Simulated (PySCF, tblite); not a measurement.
# C4H11FOSi: geometry, infrared bands and NMR shifts

What infrared bands and NMR shifts should C4H11FOSi (`CO[SiH2]CCCF`) show?

Programs: tblite 0.8.0 and PySCF 2.14.0, with density-fitted response routines of our own. Each step states its level of theory. These are calculated values for one molecule in the gas phase, unless marked as measured. Atoms are numbered from 0 throughout.

## (1) The molecule as given

18 atoms, charge 0, multiplicity 1; geometry from: force field or distance geometry start.

Bonds of the start (Å): C0–O1 1.41, O1–Si2 1.70, Si2–C3 1.90, C3–C4 1.51, C4–C5 1.51, C5–F6 1.38, C0–H7 1.10, C0–H8 1.13, C0–H9 1.11, Si2–H10 1.47, Si2–H11 1.48, C3–H12 1.11, C3–H13 1.10, C4–H14 1.10, C4–H15 1.10, C5–H16 1.08, C5–H17 1.10.

## (2) Relaxing the molecule with GFN2-xTB

Job settings and geometry (Å):

```
{"job": {"kind": "relax", "xc": "GFN2-xTB", "basis": "xTB"}, "charge": 0, "multiplicity": 1}
C      3.376600    -0.315300    -0.101300
O      2.136400     0.081500     0.430000
Si     0.851800    -0.853900    -0.170100
C     -0.455500     0.359400    -0.831100
C     -1.717000     0.087500    -0.047200
C     -2.870200     0.975000    -0.457700
F     -3.954600     0.627500     0.326700
H      3.274800    -1.272700    -0.637800
H      4.150700    -0.405100     0.714100
H      3.668000     0.492200    -0.806200
H      1.297600    -1.783900    -1.211700
H      0.196900    -1.635700     0.905400
H     -0.595100     0.060200    -1.893600
H     -0.053200     1.380300    -0.713100
H     -1.497600     0.244900     1.024100
H     -2.050400    -0.951400    -0.162800
H     -3.169700     0.916700    -1.494300
H     -2.598300     1.999200    -0.149500
```

Started as:

```
> OMP_NUM_THREADS=1 python probes_run.py task.json out
```

This one command runs all jobs of the session in turn.

**Question.** This job is followed by: GFN2-xTB harmonic vibrations, gas phase; GIAO PBE0/pcSseg-1 NMR shielding, non-relativistic, gas phase. What will the session give for the following? strongest single infrared mode (GFN2-xTB); zero-point energy (GFN2-xTB); 13C shifts against TMS (PBE0/pcSseg-1); 1H shifts against TMS (PBE0/pcSseg-1, means over atoms taken as alike); 17O shifts against H2O (PBE0/pcSseg-1); 29Si shifts against TMS (PBE0/pcSseg-1); 19F shifts against CFCl3 (PBE0/pcSseg-1); surface potential, 1st and 99th percentile.

The runs gave:

```
                                                              quantity                             value
                             strongest single infrared mode (GFN2-xTB)             2192 cm⁻¹, 423 km/mol
                                          zero-point energy (GFN2-xTB)                     89.6 kcal/mol
                                13C shifts against TMS (PBE0/pcSseg-1)         90.0, 54.2, 25.3, 9.9 ppm
1H shifts against TMS (PBE0/pcSseg-1, means over atoms taken as alike)  4.88, 4.65, 3.80, 1.52, 0.62 ppm
                                17O shifts against H2O (PBE0/pcSseg-1)                          -2.4 ppm
                               29Si shifts against TMS (PBE0/pcSseg-1)                         -13.7 ppm
                              19F shifts against CFCl3 (PBE0/pcSseg-1)                        -238.6 ppm
                                 surface potential, 1st and 99th percentile                -1.18 V and 1.02 V
```

Relaxing lowered the energy by 0.686 eV in 137 steps; the close pair that moved most is O1–Si2, from 1.699 to 1.620 Å. All 48 modes are real, so the xTB geometry is a minimum. The strongest single mode, at 2192 cm⁻¹, moves mainly H10 and H11. GFN2-xTB is a fitted tight-binding method: band positions and strengths are rough. Its intensities can rank the bands wrongly. C5 (sp3 CH2 bonded to F) lies farthest downfield among carbon, at 90.0 ppm; pulled downfield by the heteroatom. At PBE0/pcSseg-1: The widest tensor belongs to Si2: span 126 ppm, with a paramagnetic part of -519 ppm.
